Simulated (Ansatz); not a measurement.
Crystal: Co2Pd.

```xyz
3
Lattice="2.6379 0.0000 0.0000 -1.3190 2.2845 0.0000 0.0000 0.0000 6.3193" Properties=species:S:1:pos:R:3 pbc="T T T"
Pd    0.0000    0.0000    0.0000
Co    1.3190    0.7615    2.2104
Co    0.0000    1.5230    4.1090
```

The cell comes from a database or a generator and needn't be the stable form of this composition.

- Program: Ansatz 0.2.0
- Task: relaxation of cell and atoms
- Functional: PBEsol
- Dispersion: D3(BJ)
- Potentials or basis: Ansatz PAW
- Cutoff: 420 eV (not typed: the program's choice for these potentials)
- k mesh: 12 × 12 × 4
- Occupations: fermi-dirac, width 0.05 eV
- Spin: collinear spin, ferromagnetic start
- Starting moments: [0.0, 2.0, 2.0] μB

At the start: volume 12.69 Å³/atom.

**Question.** How do energy, volume and symmetry change on relaxing?

**Answer.** It ends after 6 steps and the volume is 11.69 Å³/atom (-7.9 %); space group P-3m1 (No. 164, to 0.05 Å); moment 3.65 μB per cell.

The path:
```tsv
step	energy change (eV)	largest force (eV/Å)	volume (Å³)
1	0.0000	0.0472	38.08
2	-0.1614	0.3304	35.06
3	-0.1662	0.0889	35.11
4	-0.1666	0.0004	35.07
5	-0.1666	0.0000	35.07
6	-0.1644	0.0000	35.07
```

Final structure:
```cif
data_structure
_symmetry_space_group_name_H-M 'P 1'
_symmetry_Int_Tables_number 1
_cell_length_a 2.5644
_cell_length_b 2.5644
_cell_length_c 6.1582
_cell_angle_alpha 90.000
_cell_angle_beta 90.000
_cell_angle_gamma 120.000
_cell_volume 35.07
loop_
_atom_site_label
_atom_site_type_symbol
_atom_site_fract_x
_atom_site_fract_y
_atom_site_fract_z
_atom_site_occupancy
Pd1 Pd 0.00000 0.00000 0.00000 1
Co1 Co 0.66667 0.33333 0.34910 1
Co2 Co 0.33333 0.66667 0.65090 1
```

Caveat: the plane-wave basis is chosen anew once the cell has moved, so the energies of steps on either side of that aren't comparable; pairwise dispersion overbinds metals, which lowers pressure and volume; the PAW data sets come from PBE, with cores solved anew for the run's functional, which leaves a small shift of forces and pressure.
